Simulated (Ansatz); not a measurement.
**Ge: an axial (c/a) deformation path**

This session takes Ge and sets out to follow an axial (c/a) deformation at fixed volume.

Program: Ansatz 0.2.0. Level of theory: DFT r2SCAN, scalar-relativistic, plane waves, PAW. These are calculated values, not measurements.

### Step 1. Starting point

It takes space group Cmmm (No. 65, orthorhombic). Conventional cell: a = 2.794 Å, b = 5.201 Å, c = 2.698 Å, α = 90.00°, β = 90.00°, γ = 90.00°. Ge (site symmetry mmm) has 8 Ge at 2.70 to 2.95 Å in its first shell of neighbours.

Coordinates:

```cif
data_structure
_symmetry_space_group_name_H-M 'P 1'
_symmetry_Int_Tables_number 1
_cell_length_a 2.9521
_cell_length_b 2.9521
_cell_length_c 2.6982
_cell_angle_alpha 90.000
_cell_angle_beta 90.000
_cell_angle_gamma 123.505
_cell_volume 19.61
loop_
_atom_site_label
_atom_site_type_symbol
_atom_site_fract_x
_atom_site_fract_y
_atom_site_fract_z
_atom_site_occupancy
Ge1 Ge 0.50000 0.50000 0.00000 1
```

It goes back to an entry of the Materials Project, which need not be the stable form.

No relaxation comes first: the listed cell is the starting point.

### Step 2. Zero of energy

The reference gives a free energy of -4302.5070 eV, pressure -3.16 GPa, largest force 0.000 eV/Å and gap on the mesh none (metal). It was computed beforehand with the settings of the runs below.

### Step 3. The scan: an axial (c/a) deformation path

At fixed volume and fractional coordinates, lengths along (0.000, 0.000, 1.000) are scaled against those across it; ρ is that ratio over its starting value.

### Step 4. ρ = 0.850

Contents of input.yaml:

```yaml
crystal:
  lattice:
    - [1.4749243616, -2.7452794234, 0.0]
    - [1.4749243616, 2.7452794234, 0.0]
    - [0.0, 0.0, 2.4211688516]
  atoms:
    - { symbol: Ge, position: [0.5, 0.5, 0.0] }
basis:
  ecutwfc: 500
kpoints:
  mp_grid: { grid: [22, 22, 20] }
hamiltonian:
  xc: r2scan
scf:
  occupations: { method: gaussian, width: 0.15 }
output:
  forces: true
  stress: true
  eigenvalues: true
```

On the command line:

```
$ ansatz run input.yaml --threads 1 --pin off --max-ram 2560MiB --backend cpu --events-out ev --progress --plain --runs-dir out
```

The program printed, cut to the lines that bear on the results:

```text
Warning: RAYON_NUM_THREADS=1 ignored (pool sized by the plan → 1); use --threads N
[...]
Pseudopotentials: kind: paw
Pseudopotential: Ge, paw, valence charge 14, recommended cutoff 500 eV (meta_gga), Ge.paw.azcp
Functional definition: r2SCAN
[...]
Crystal: 1 atoms, lattice volume = 19.607 Å³
Basis set: ecut = 500 eV, 507 PW (Γ), exchange–correlation on 96×96×72 points (64 copies of the dense FFT grid, shifted against one another)
Bands: 11, of which v1, the nominal top of the filled ones, is band 7 counted from 1 (6 counted from 0)
Symmetry: 8 space group operations
Space group: Cmmm (ITA 65), of the structure as read, at distance tolerance 2.7e-5 Å
k-points: 1463 of 9680
[...]
SCF iter   1: F=—  HF=-4302.316271 eV  |F-HF|=—  |Δ(HF+E_count)|=         —  Δρ=7.04e-3  dr2=2.86e-3  dr2_τ=8.85e-4  ethr=1.77e-3  ⟨swp⟩=5.1  Hψ=95755  notcnv=0
[...]
SCF iter   6: F=-4302.327590 eV  HF=-4302.327590 eV  |F-HF|=1.42e-10  |Δ(HF+E_count)|=   9.94e-9  Δρ=7.99e-7  dr2=7.95e-11  dr2_τ=7.50e-13  ethr=3.27e-11  ⟨swp⟩=2.3  Hψ=54851  notcnv=0
the search or the solves at the SCF's close seem to have found levels that the self-consistency loop had missed (the run counts 2). By its estimate they hold under 1e-12 electrons; where the run keeps them, the occupations were computed again with them
[...]
SCF converged after 6 iterations
Free energy (F): -4302.327590 eV
[...]
E sigma→0 (E₀):  -4302.325410 eV
Entropy (-TS):   -0.004359 eV (-4.359 meV/atom)
Fermi energy:    10.309929 eV
[...]
--- Forces (eV/Å), atoms counted from 1 ---
  atom   1  Ge     0.00000000     0.00000000    -0.00000000
[...]
--- Stress (GPa, compression-positive) ---
       -8.696504      -0.000000       0.000000
       -0.000000      -8.877787      -0.000000
        0.000000      -0.000000      19.578548
  P = ⅓ Tr σ = 0.6681 GPa (6.681 kbar)
--- Band table (eV; the first three rows and the last of 1463) ---
  k-point 0: bands = ["-15.4341", "-15.1810", "-15.1453", "-14.9932", "-14.9779", "-3.3754", "15.2832", "16.5735", "20.3844", "22.2027", "22.2854"]
[...]
```

It took 40 s on 1 thread of Intel Xeon Platinum 8488C (Sapphire Rapids), shared host; peak memory 0.73 GiB.

### Step 5. Point ρ = 1.200

Changes to input.yaml since step 4:

```diff
@@ -2,5 +2,5 @@
   lattice:
-    - [1.4749243616, -2.7452794234, 0.0]
-    - [1.4749243616, 2.7452794234, 0.0]
-    - [0.0, 0.0, 2.4211688516]
+    - [1.3147675467, -2.4471792497, 0.0]
+    - [1.3147675467, 2.4471792497, 0.0]
+    - [0.0, 0.0, 3.0469591023]
   atoms:
```

On the command line:

```
$ ansatz run input.yaml --threads 1 --pin off --max-ram 2560MiB --backend cpu --events-out ev --progress --plain --runs-dir out
```

The program printed, cut to the lines that bear on the results:

```text
Warning: RAYON_NUM_THREADS=1 ignored (pool sized by the plan → 1); use --threads N
[...]
[... 3 set-up lines as earlier in the session ...]
[...]
Crystal: 1 atoms, lattice volume = 19.607 Å³
Basis set: ecut = 500 eV, 495 PW (Γ), exchange–correlation on 96×96×96 points (64 copies of the dense FFT grid, shifted against one another)
Bands: 11, of which v1, the nominal top of the filled ones, is band 7 counted from 1 (6 counted from 0)
[... 2 set-up lines as earlier in the session ...]
k-points: 1463 of 9680
[...]
SCF iter   1: F=—  HF=-4302.314868 eV  |F-HF|=—  |Δ(HF+E_count)|=         —  Δρ=6.55e-3  dr2=2.91e-3  dr2_τ=6.74e-4  ethr=1.77e-3  ⟨swp⟩=5.1  Hψ=89410  notcnv=0
[...]
SCF iter   6: F=-4302.321885 eV  HF=-4302.321885 eV  |F-HF|=1.91e-10  |Δ(HF+E_count)|=   1.74e-8  Δρ=1.27e-6  dr2=2.24e-10  dr2_τ=6.33e-12  ethr=3.10e-10  ⟨swp⟩=2.4  Hψ=54759  notcnv=0
[...]
SCF converged after 6 iterations
Free energy (F): -4302.321885 eV
[...]
E sigma→0 (E₀):  -4302.319316 eV
Entropy (-TS):   -0.005138 eV (-5.138 meV/atom)
Fermi energy:    10.300561 eV
[...]
--- Forces (eV/Å), atoms counted from 1 ---
  atom   1  Ge    -0.00000000     0.00000000     0.00000000
[...]
--- Stress (GPa, compression-positive) ---
        9.923788       0.000000       0.000000
        0.000000       7.355854       0.000000
        0.000000       0.000000     -12.869348
  P = ⅓ Tr σ = 1.4701 GPa (14.701 kbar)
--- Band table (eV; the first three rows and the last of 1463) ---
  k-point 0: bands = ["-15.2257", "-15.1910", "-15.1189", "-15.0147", "-14.9909", "-3.5060", "12.9254", "17.4495", "20.5993", "22.5952", "25.6020"]
[...]
```

It took 23 s on 1 thread of Intel Xeon Platinum 8488C (Sapphire Rapids), shared host; peak memory 0.74 GiB.

### Step 6. At ρ = 0.920

Changes to input.yaml since step 5:

```diff
@@ -2,5 +2,5 @@
   lattice:
-    - [1.3147675467, -2.4471792497, 0.0]
-    - [1.3147675467, 2.4471792497, 0.0]
-    - [0.0, 0.0, 3.0469591023]
+    - [1.43652586, -2.6738082218, 0.0]
+    - [1.43652586, 2.6738082218, 0.0]
+    - [0.0, 0.0, 2.5523350187]
   atoms:
```

On the command line:

```
$ ansatz run input.yaml --threads 1 --pin off --max-ram 2560MiB --backend cpu --events-out ev --progress --plain --runs-dir out
```

The program printed, cut to the lines that bear on the results:

```text
Warning: RAYON_NUM_THREADS=1 ignored (pool sized by the plan → 1); use --threads N
[...]
[... 3 set-up lines as earlier in the session ...]
[...]
Crystal: 1 atoms, lattice volume = 19.607 Å³
Basis set: ecut = 500 eV, 489 PW (Γ), exchange–correlation on 96×96×80 points (64 copies of the dense FFT grid, shifted against one another)
Bands: 11, of which v1, the nominal top of the filled ones, is band 7 counted from 1 (6 counted from 0)
[... 2 set-up lines as earlier in the session ...]
k-points: 1463 of 9680
[...]
SCF iter   1: F=—  HF=-4302.454813 eV  |F-HF|=—  |Δ(HF+E_count)|=         —  Δρ=6.57e-3  dr2=2.67e-3  dr2_τ=6.57e-4  ethr=1.77e-3  ⟨swp⟩=5.0  Hψ=92800  notcnv=0
[...]
SCF iter   6: F=-4302.465605 eV  HF=-4302.465605 eV  |F-HF|=1.46e-10  |Δ(HF+E_count)|=   5.64e-9  Δρ=7.48e-7  dr2=9.45e-11  dr2_τ=1.01e-12  ethr=1.46e-11  ⟨swp⟩=1.6  Hψ=45058  notcnv=0
[...]
SCF converged after 6 iterations
Free energy (F): -4302.465605 eV
[...]
E sigma→0 (E₀):  -4302.463136 eV
Entropy (-TS):   -0.004937 eV (-4.937 meV/atom)
Fermi energy:    10.271953 eV
[...]
--- Forces (eV/Å), atoms counted from 1 ---
  atom   1  Ge     0.00000000     0.00000000     0.00000000
[...]
--- Stress (GPa, compression-positive) ---
       -6.395435       0.000000       0.000000
        0.000000      -7.455865       0.000000
        0.000000       0.000000       7.313398
  P = ⅓ Tr σ = -2.1793 GPa (-21.793 kbar)
--- Band table (eV; the first three rows and the last of 1463) ---
  k-point 0: bands = ["-15.2596", "-15.1224", "-15.0784", "-14.9501", "-14.9326", "-3.2678", "16.4950", "17.9274", "19.6602", "21.1454", "22.9678"]
[...]
```

Wall time 27 s (1 thread of Intel Xeon Platinum 8488C (Sapphire Rapids), shared host); peak memory 0.74 GiB.

### Step 7. Point ρ = 1.100

Changes to input.yaml since step 6:

```diff
@@ -2,5 +2,5 @@
   lattice:
-    - [1.43652586, -2.6738082218, 0.0]
-    - [1.43652586, 2.6738082218, 0.0]
-    - [0.0, 0.0, 2.5523350187]
+    - [1.3534591814, -2.5191960603, 0.0]
+    - [1.3534591814, 2.5191960603, 0.0]
+    - [0.0, 0.0, 2.8752409889]
   atoms:
```

On the command line:

```
$ ansatz run input.yaml --threads 1 --pin off --max-ram 2560MiB --backend cpu --events-out ev --progress --plain --runs-dir out
```

The program printed, cut to the lines that bear on the results:

```text
Warning: RAYON_NUM_THREADS=1 ignored (pool sized by the plan → 1); use --threads N
[...]
[... 3 set-up lines as earlier in the session ...]
[...]
Crystal: 1 atoms, lattice volume = 19.607 Å³
Basis set: ecut = 500 eV, 507 PW (Γ), exchange–correlation on 96×96×96 points (64 copies of the dense FFT grid, shifted against one another)
Bands: 11, of which v1, the nominal top of the filled ones, is band 7 counted from 1 (6 counted from 0)
[... 2 set-up lines as earlier in the session ...]
k-points: 1463 of 9680
[...]
SCF iter   1: F=—  HF=-4302.438853 eV  |F-HF|=—  |Δ(HF+E_count)|=         —  Δρ=6.35e-3  dr2=2.93e-3  dr2_τ=5.50e-4  ethr=1.77e-3  ⟨swp⟩=5.1  Hψ=90313  notcnv=0
[...]
SCF iter   6: F=-4302.447350 eV  HF=-4302.447350 eV  |F-HF|=4.86e-10  |Δ(HF+E_count)|=   1.37e-7  Δρ=1.04e-5  dr2=1.28e-8  dr2_τ=1.55e-10  ethr=7.14e-10  ⟨swp⟩=3.5  Hψ=60802  notcnv=0
[...]
SCF converged after 6 iterations
Free energy (F): -4302.447350 eV
[...]
E sigma→0 (E₀):  -4302.444835 eV
Entropy (-TS):   -0.005031 eV (-5.031 meV/atom)
Fermi energy:    10.275060 eV
[...]
--- Forces (eV/Å), atoms counted from 1 ---
  atom   1  Ge     0.00000000     0.00000000    -0.00000000
[...]
--- Stress (GPa, compression-positive) ---
        4.363181      -0.000000       0.000000
       -0.000000       1.149766      -0.000000
        0.000000      -0.000000     -10.630832
  P = ⅓ Tr σ = -1.7060 GPa (-17.060 kbar)
--- Band table (eV; the first three rows and the last of 1463) ---
  k-point 0: bands = ["-15.1666", "-15.1387", "-15.0747", "-14.9686", "-14.9472", "-3.3243", "14.8621", "19.0897", "19.2434", "21.0369", "24.5235"]
[...]
```

It took 24 s on 1 thread of Intel Xeon Platinum 8488C (Sapphire Rapids), shared host; peak memory 0.73 GiB.

### Step 8. Point ρ = 0.960

Changes to input.yaml since step 7:

```diff
@@ -2,5 +2,5 @@
   lattice:
-    - [1.3534591814, -2.5191960603, 0.0]
-    - [1.3534591814, 2.5191960603, 0.0]
-    - [0.0, 0.0, 2.8752409889]
+    - [1.416290406, -2.6361439341, 0.0]
+    - [1.416290406, 2.6361439341, 0.0]
+    - [0.0, 0.0, 2.6257897556]
   atoms:
```

On the command line:

```
$ ansatz run input.yaml --threads 1 --pin off --max-ram 2560MiB --backend cpu --events-out ev --progress --plain --runs-dir out
```

The program printed, cut to the lines that bear on the results:

```text
[...]
SCF converged after 6 iterations
Free energy (F): -4302.499529 eV
[...]
E sigma→0 (E₀):  -4302.497286 eV
Entropy (-TS):   -0.004487 eV (-4.487 meV/atom)
Fermi energy:    10.264669 eV
[...]
--- Forces (eV/Å), atoms counted from 1 ---
  atom   1  Ge    -0.00000000     0.00000000     0.00000000
[...]
--- Stress (GPa, compression-positive) ---
       -4.007873       0.000000       0.000000
        0.000000      -5.517103       0.000000
        0.000000       0.000000       0.665362
  P = ⅓ Tr σ = -2.9532 GPa (-29.532 kbar)
--- Band table (eV; the first three rows and the last of 1463) ---
  k-point 0: bands = ["-15.2065", "-15.1111", "-15.0620", "-14.9435", "-14.9254", "-3.2433", "17.1473", "18.4053", "18.6596", "21.1727", "23.1943"]
[...]
```

Run time: 28 s. Hardware: 1 thread of Intel Xeon Platinum 8488C (Sapphire Rapids), shared host; peak memory 0.73 GiB.

### Step 9. Point ρ = 1.050

Contents of input.yaml:

```yaml
crystal:
  lattice:
    - [1.3746103974, -2.5585648577, 0.0]
    - [1.3746103974, 2.5585648577, 0.0]
    - [0.0, 0.0, 2.7874387103]
  atoms:
    - { symbol: Ge, position: [0.5, 0.5, 0.0] }
basis:
  ecutwfc: 500
kpoints:
  mp_grid: { grid: [22, 22, 20] }
hamiltonian:
  xc: r2scan
scf:
  occupations: { method: gaussian, width: 0.15 }
output:
  forces: true
  stress: true
  eigenvalues: true
  write_density: true
  write_potential: true
  elf: true
  volumetric_format: npy
```

On the command line:

```
$ ansatz run input.yaml --threads 1 --pin off --max-ram 2560MiB --backend cpu --events-out ev --progress --plain --runs-dir out
```

The program printed, cut to the lines that bear on the results:

```text
[...]
SCF converged after 6 iterations
Free energy (F): -4302.488978 eV
[...]
E sigma→0 (E₀):  -4302.486549 eV
Entropy (-TS):   -0.004857 eV (-4.857 meV/atom)
Fermi energy:    10.266946 eV
[...]
--- Forces (eV/Å), atoms counted from 1 ---
  atom   1  Ge     0.00000000     0.00000000     0.00000000
[...]
--- Stress (GPa, compression-positive) ---
        1.306668       0.000000       0.000000
        0.000000      -1.418642       0.000000
        0.000000       0.000000      -8.039347
  P = ⅓ Tr σ = -2.7171 GPa (-27.171 kbar)
--- Band table (eV; the first three rows and the last of 1463) ---
  k-point 0: bands = ["-15.1596", "-15.1212", "-15.0611", "-14.9533", "-14.9329", "-3.2690", "15.9973", "18.5248", "19.9767", "20.2180", "23.9812"]
[...]
```

Run time: 36 s. Hardware: 1 thread of Intel Xeon Platinum 8488C (Sapphire Rapids), shared host; peak memory 0.72 GiB.

Axes a, b and c in the maps are those of this run's conventional cell (a, b, c = 2.749, 5.117, 2.787 Å).

Density in a lattice plane of the grid's cell (edges 2.75 and 5.12 Å, at 0.000 of the third edge), which holds Ge.

Values in e/Å³, 12 rows by 6 columns:
```
 0.24  0.41  2.09  9.47  2.09  0.41
 0.19  0.25  0.46  0.63  0.46  0.25
 0.24  0.24  0.24  0.24  0.24  0.24
 0.63  0.46  0.25  0.19  0.25  0.46
 9.47  2.09  0.41  0.24  0.41  2.09
51.22  7.85  0.55  0.28  0.55  7.85
 9.47  2.09  0.41  0.24  0.41  2.09
 0.63  0.46  0.25  0.19  0.25  0.46
 0.24  0.24  0.24  0.24  0.24  0.24
 0.19  0.25  0.46  0.63  0.46  0.25
 0.24  0.41  2.09  9.47  2.09  0.41
 0.28  0.55  7.85 51.22  7.85  0.55
```
Columns run along the first of these edges and rows up along the second, over one cell in 6 and 12 even steps from the bottom left corner. Atoms in the plane (fractional): Ge at (0.00, 0.50), Ge at (0.50, 0.00).

ELF in the same plane.

Ten even steps from '0' (0.03) to '9' (0.52):
```
997620002679
888753235788
788776667788
778888788887
888888888888
788887778888
667788788776
235788888753
002679997620
201579997510
002679997620
235788888753
667788788776
788887778888
888888888888
778888788887
788776667788
888753235788
997620002679
997510201579
```
Columns run along the first of these edges and rows up along the second, over one cell in 12 and 20 even steps from the bottom left corner. Atoms in the plane (fractional): Ge at (0.00, 0.50), Ge at (0.50, 0.00).

Both are smooth fields of the valence electrons: close to the nuclei they are not physical.

Outside the cores ELF peaks at 0.66 on the Ge–Ge line, 1.4 Å from Ge.

### Step 10. ρ = 0.800

Contents of input.yaml:

```yaml
crystal:
  lattice:
    - [1.5050331364, -2.8013209412, 0.0]
    - [1.5050331364, 2.8013209412, 0.0]
    - [0.0, 0.0, 2.3252649872]
  atoms:
    - { symbol: Ge, position: [0.5, 0.5, 0.0] }
basis:
  ecutwfc: 500
kpoints:
  mp_grid: { grid: [22, 22, 20] }
hamiltonian:
  xc: r2scan
scf:
  occupations: { method: gaussian, width: 0.15 }
output:
  forces: true
  stress: true
  eigenvalues: true
```

On the command line:

```
$ ansatz run input.yaml --threads 1 --pin off --max-ram 2560MiB --backend cpu --events-out ev --progress --plain --runs-dir out
```

The program printed, cut to the lines that bear on the results:

```text
Warning: RAYON_NUM_THREADS=1 ignored (pool sized by the plan → 1); use --threads N
[...]
[... 3 set-up lines as earlier in the session ...]
[...]
Crystal: 1 atoms, lattice volume = 19.607 Å³
Basis set: ecut = 500 eV, 491 PW (Γ), exchange–correlation on 96×96×72 points (64 copies of the dense FFT grid, shifted against one another)
Bands: 11, of which v1, the nominal top of the filled ones, is band 7 counted from 1 (6 counted from 0)
[... 2 set-up lines as earlier in the session ...]
k-points: 1463 of 9680
[...]
SCF iter   1: F=—  HF=-4302.135136 eV  |F-HF|=—  |Δ(HF+E_count)|=         —  Δρ=7.45e-3  dr2=3.42e-3  dr2_τ=1.26e-3  ethr=1.77e-3  ⟨swp⟩=5.0  Hψ=97563  notcnv=0
[...]
SCF iter   6: F=-4302.146890 eV  HF=-4302.146890 eV  |F-HF|=8.37e-10  |Δ(HF+E_count)|=   2.56e-7  Δρ=8.48e-6  dr2=5.27e-9  dr2_τ=9.62e-11  ethr=7.14e-10  ⟨swp⟩=5.5  Hψ=72268  notcnv=0
[...]
SCF converged after 6 iterations
Free energy (F): -4302.146890 eV
[...]
E sigma→0 (E₀):  -4302.144943 eV
Entropy (-TS):   -0.003892 eV (-3.892 meV/atom)
Fermi energy:    10.238328 eV
[...]
--- Forces (eV/Å), atoms counted from 1 ---
  atom   1  Ge     0.00000000     0.00000000    -0.00000000
[...]
--- Stress (GPa, compression-positive) ---
       -9.992449      -0.000000       0.000000
       -0.000000     -10.732625      -0.000000
        0.000000      -0.000000      35.842445
  P = ⅓ Tr σ = 5.0391 GPa (50.391 kbar)
--- Band table (eV; the first three rows and the last of 1463) ---
  k-point 0: bands = ["-15.6088", "-15.2402", "-15.2098", "-15.0228", "-15.0096", "-3.4980", "14.3664", "15.5548", "19.6182", "21.6039", "23.1717"]
[...]
```

It took 31 s on 1 thread of Intel Xeon Platinum 8488C (Sapphire Rapids), shared host; peak memory 0.73 GiB.

### Step 11. Point ρ = 1.300

Changes to input.yaml since step 10:

```diff
@@ -2,5 +2,5 @@
   lattice:
-    - [1.5050331364, -2.8013209412, 0.0]
-    - [1.5050331364, 2.8013209412, 0.0]
-    - [0.0, 0.0, 2.3252649872]
+    - [1.2801521997, -2.3827496407, 0.0]
+    - [1.2801521997, 2.3827496407, 0.0]
+    - [0.0, 0.0, 3.2139666242]
   atoms:
```

On the command line:

```
$ ansatz run input.yaml --threads 1 --pin off --max-ram 2560MiB --backend cpu --events-out ev --progress --plain --runs-dir out
```

The program printed, cut to the lines that bear on the results:

```text
[...]
SCF converged after 6 iterations
Free energy (F): -4302.164084 eV
[...]
E sigma→0 (E₀):  -4302.161597 eV
Entropy (-TS):   -0.004974 eV (-4.974 meV/atom)
Fermi energy:    10.330003 eV
[...]
--- Forces (eV/Å), atoms counted from 1 ---
  atom   1  Ge     0.00000000     0.00000000    -0.00000000
[...]
--- Stress (GPa, compression-positive) ---
       16.902998      -0.000000       0.000000
       -0.000000      13.076400      -0.000000
        0.000000      -0.000000     -11.889214
  P = ⅓ Tr σ = 6.0301 GPa (60.301 kbar)
--- Band table (eV; the first three rows and the last of 1463) ---
  k-point 0: bands = ["-15.3064", "-15.2603", "-15.1751", "-15.0629", "-15.0360", "-3.7618", "11.3386", "16.1041", "21.8652", "24.0674", "26.6137"]
[...]
```

Wall time 24 s (1 thread of Intel Xeon Platinum 8488C (Sapphire Rapids), shared host); peak memory 0.72 GiB.

### Step 12. Results of the scan

All points in order; energies are free energies above the reference cell:

```
    ρ  ΔE (meV/atom)  pressure (GPa)  space group
0.800          360.1             5.0         Cmmm
0.850          179.4             0.7         Cmmm
0.920           41.4            -2.2         Cmmm
0.960            7.5            -3.0         Cmmm
1.000            0.0            -3.2         Cmmm
1.050           18.1            -2.7         Cmmm
1.100           59.7            -1.7         Cmmm
1.200          185.2             1.5         Cmmm
1.300          343.0             6.0         Cmmm
```

### Step 13. Outcome

| quantity | value |
| --- | --- |
| highest point | 360.1 meV/atom at ρ = 0.800 |

What this shows: The undisturbed cell stays the lowest of the sampled points. No further minimum shows among the sampled points.
